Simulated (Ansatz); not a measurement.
# ClH4InO2: the cost of one run

Method: RKS PBE0/def2-SVP, in Ansatz 0.2.0.

## Step 1: The starting structure

Bond lengths: In1–O2 2.340 Å, O2–H3 1.010 Å, In1–O4 1.990 Å, O4–H5 1.010 Å, In1–Cl6 2.440 Å, In1–H7 2.070 Å. Angles: In1–O2–H3 109.5°, O2–In1–O4 120.0°, O2–In1–Cl6 120.0°, O2–In1–H7 71.6°, O4–In1–Cl6 120.0°, O4–In1–H7 96.8°, Cl6–In1–H7 101.3°, In1–O4–H5 109.5°.

As a file:

```xyz
8

In    0.0000    0.0000    0.0000
O     0.0000    0.0000    2.3400
H    -0.9095   -0.2814    2.6771
O     1.7233    0.0000   -0.9950
H     2.0232   -0.9519   -1.1499
Cl   -2.1130    0.0000   -1.2200
H     0.0928    1.9622    0.6527
H     0.0703    1.4875    1.6540
```

## Step 2: Pulling towards end A

Springs on the bonds that form and break draw the guess towards this end; the thresholds are loose.

The input, input.yaml:

```yaml
crystal:
  periodic: [false, false, false]
  atoms:
    - { symbol: In, position_ang: [0.0, 0.0, 0.0] }
    - { symbol: O, position_ang: [0.0, 0.0, 2.34] }
    - { symbol: H, position_ang: [-0.9095, -0.2814, 2.6771] }
    - { symbol: O, position_ang: [1.7233, 0.0, -0.995] }
    - { symbol: H, position_ang: [2.0232, -0.9519, -1.1499] }
    - { symbol: Cl, position_ang: [-2.113, 0.0, -1.22] }
    - { symbol: H, position_ang: [0.0928, 1.9622, 0.6527] }
    - { symbol: H, position_ang: [0.0703, 1.4875, 1.654] }
basis:
  gaussian: { orbitals: def2-SVP }
hamiltonian:
  xc: pbe0
relax:
  f_tol: 0.15
  max_steps: 25
  restrain:
    - { distance: [0, 6], at: 2.97, k: 30.0 }
    - { distance: [7, 1], at: 2.21, k: 30.0 }
    - { distance: [0, 1], at: 1.99, k: 30.0 }
    - { distance: [7, 6], at: 0.66, k: 30.0 }
```

Run with:

```bash
$ ansatz run input.yaml --threads 2 --pin off --max-ram 3072MiB --backend cpu --events-out ev --progress --plain --runs-dir out
```

What time and memory should one allow on 2 threads of Arm Neoverse V1, shared host?

About 31 s, with a peak of 0.2 GiB.
